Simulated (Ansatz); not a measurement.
The system is BePd.

```
Pd Be
1.0
     2.81300    0.00000    0.00000
     0.00000    2.81300    0.00000
     0.00000    0.00000    2.81300
Pd Be
1 1
Direct
  0.50000 0.50000 0.50000
  0.00000 0.00000 0.00000
```

| Quantity | Value |
| --- | --- |
| Program | Ansatz 0.2.0 |
| Task | relaxation of cell and atoms |
| Functional | RPBE |
| Potentials or basis | Ansatz PAW |
| Cutoff | 420 eV (not typed: the program's choice for these potentials) |
| k mesh | 9 × 9 × 9 |
| Occupations | fermi-dirac, width 0.05 eV |
| Spin | no spin polarisation |

At the start: volume 11.13 Å³/atom.

Question: How do energy, volume and symmetry change on relaxing?

Answer: It ends after 5 steps and the volume is 11.56 Å³/atom (+3.9 %); space group Pm-3m (No. 221, to 0.05 Å).

The path:
```csv
step,energy change (eV),largest force (eV/Å),volume (Å³)
1,0.0000,0.0000,22.26
2,-0.0169,0.0000,23.24
3,-0.0173,0.0000,23.13
4,-0.0173,0.0000,23.13
5,-0.0177,0.0000,23.13
```

Final structure:
```
CELL_PARAMETERS angstrom
2.84901 0.00000 0.00000
0.00000 2.84901 0.00000
0.00000 0.00000 2.84901
ATOMIC_POSITIONS crystal
Pd 0.50000 0.50000 0.50000
Be 0.00000 0.00000 0.00000
```

Caveat: the plane-wave basis is chosen anew once the cell has moved, so the energies of steps on either side of that aren't comparable; the PAW data sets come from PBE, with cores solved anew for the run's functional, which leaves a small shift of forces and pressure.
